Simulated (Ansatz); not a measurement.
# CaZrN: the cost of one run

Method: DFT PBE, scalar-relativistic, plane waves, PAW, in Ansatz 0.2.0.

**1. The system as given**

The structure is tetragonal, space group P4/mmm (No. 123). The conventional cell has a = 2.719 Å, b = 2.719 Å, c = 7.905 Å, α = 90.00°, β = 90.00°, γ = 90.00°. Ca (site symmetry 4/mmm) has 4 Ca at 2.72 Å as nearest neighbours. Zr (site symmetry 4/mmm) has 4 N at 1.92 Å as nearest neighbours. N (site symmetry 4/mmm) has 4 Zr at 1.92 Å as nearest neighbours.

As a file:

```cif
data_structure
_symmetry_space_group_name_H-M 'P 1'
_symmetry_Int_Tables_number 1
_cell_length_a 2.7185
_cell_length_b 2.7185
_cell_length_c 7.9048
_cell_angle_alpha 90.000
_cell_angle_beta 90.000
_cell_angle_gamma 90.000
_cell_volume 58.42
loop_
_atom_site_label
_atom_site_type_symbol
_atom_site_fract_x
_atom_site_fract_y
_atom_site_fract_z
_atom_site_occupancy
Ca1 Ca 0.50000 0.50000 0.00000 1
Zr1 Zr 0.50000 0.50000 0.50000 1
N1 N 0.00000 0.00000 0.50000 1
```

A structure generator made this guess: random cell by space group and Wyckoff sites (P4/mmm, No. 123). Lengths come from tabulated atomic sizes and are only a guess.

**2. The guess as it stands, on a coarse mesh**

Contents of input.yaml:

```yaml
crystal:
  lattice:
    - [2.71853379, 0.0, 0.0]
    - [0.0, 2.71853379, 0.0]
    - [0.0, 0.0, 7.90477603]
  atoms:
    - { symbol: Ca, position: [0.5, 0.5, 0.0] }
    - { symbol: Zr, position: [0.5, 0.5, 0.5] }
    - { symbol: "N", position: [0.0, 0.0, 0.5] }
basis:
  ecutwfc: 420
kpoints:
  mp_grid: { grid: [6, 6, 2] }
hamiltonian:
  xc: pbe
scf:
  occupations: { method: gaussian, width: 0.1 }
  lower_state_search: "off"
output:
  forces: true
  stress: true
  eigenvalues: true
```

Command:

```bash
$ ansatz run input.yaml --threads 1 --pin off --max-ram 2560MiB --backend cpu --events-out ev --progress --plain --runs-dir out
```

Q: Estimate wall time and peak memory on 1 thread of Intel Xeon 6975P-C (Granite Rapids), shared host.

About 1 s, with a peak of 0.37 GiB.
